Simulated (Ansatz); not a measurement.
# GdO in Ansatz: the effect of starting spin order

GdO:

```
CELL_PARAMETERS angstrom
0.00000 2.70000 2.70000
2.70000 0.00000 2.70000
2.70000 2.70000 0.00000
ATOMIC_POSITIONS crystal
Gd 0.00000 0.00000 0.00000
O 0.75000 0.75000 0.75000
```

Alike in all runs:

| Property | Result |
| --- | --- |
| Program | Ansatz 0.2.0 |
| Task | single point |
| Functional | PBE |
| Potentials or basis | Ansatz PAW |
| Cutoff | 420 eV (not typed: the program's choice for these potentials) |
| k mesh | 9 × 9 × 9 |
| Occupations | fermi-dirac, width 0.05 eV |

Task: One run gave: energy over the lowest run 24.7 meV/atom; pressure -0.6 GPa; final net moment 7.54 μB; final largest site moment 6.83 μB. Which starting spin order did it use?
A. fm
B. random
C. spin off

Result: A.

```csv
starting spin order,spin,starting moments,energy over the lowest run (meV/atom),pressure (GPa),final net moment (μB),final largest site moment (μB)
spin off,no spin polarisation,-,3581.3,-4.5,0.00,0.00
fm,"collinear spin, ferromagnetic start","[7.0, 0.0] μB",24.7,-0.6,7.54,6.83
random,"collinear spin, random start","[-5.69, 0.0] μB",0.0,-1.2,-6.05,6.53
```

Caveats: a cell with one magnetic atom can't hold antiferromagnetic order, which such compounds often take (some runs).
